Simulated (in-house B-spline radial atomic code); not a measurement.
# Bi¹⁰⁺: ionisation energy by several methods

One table from this session's results is given with a row withheld; the runs are named, their logs left out.

The numbers are computed with in-house B-spline radial atomic code version 1 (scalar-relativistic (X2C), several functionals, spin-polarised; spherical all-electron atom at the radial basis limit), except any that are marked as measured or tabulated.

## Starting point

| Item | Value |
| --- | --- |
| element | bismuth (Z = 83) |
| charge | +10 |
| electrons | 73 |
| configuration | [Xe] 4f14 5d5 |
| nucleus | Fermi, rms radius 5.521 fm |

Outer shells as boxes (Hund's rule):

[Xe] 4f14 5d5
```
[Xe] core
4f [↑↓][↑↓][↑↓][↑↓][↑↓][↑↓][↑↓]
5d [↑ ][↑ ][↑ ][↑ ][↑ ]
```

Where spins are not typed, each open shell is filled with up spins first.

The first run:

The run's settings:

```ini
Z = 83
electrons = 73.0
configuration = [Xe] 4f14 5d5
hamiltonian = x2c
method = lda,
spin_polarised = True
nucleus = fermi
rms_radius = 5.5211
mass_number = 209
atomic_mass = 208.980398599
speed_of_light = 137.035999084
```

Steps of the session up to this table: exchange-only LDA; OLYP, a GGA; BLYP, a GGA; PBEsol, a GGA; Hartree-Fock; TPSS, a meta-GGA.

One of the session's tables, all rows but one given; the rest of the session is left out.

| method | ΔSCF (eV) |
| --- | --- |
| exchange-only LDA | ? |
| OLYP | 188.27 |
| BLYP | 187.21 |
| PBEsol | 187.59 |
| TPSS | 187.72 |
| Hartree-Fock | 187.52 |

Q: Estimate the row for exchange-only LDA from the others.

The run gave: ΔSCF (eV): 186.02. In the column «ΔSCF (eV)» it is the lowest.

Members of this set that are not shown: 1 did not converge; 11 used exact exchange with fractional occupations of an open shell, which is unsound here.
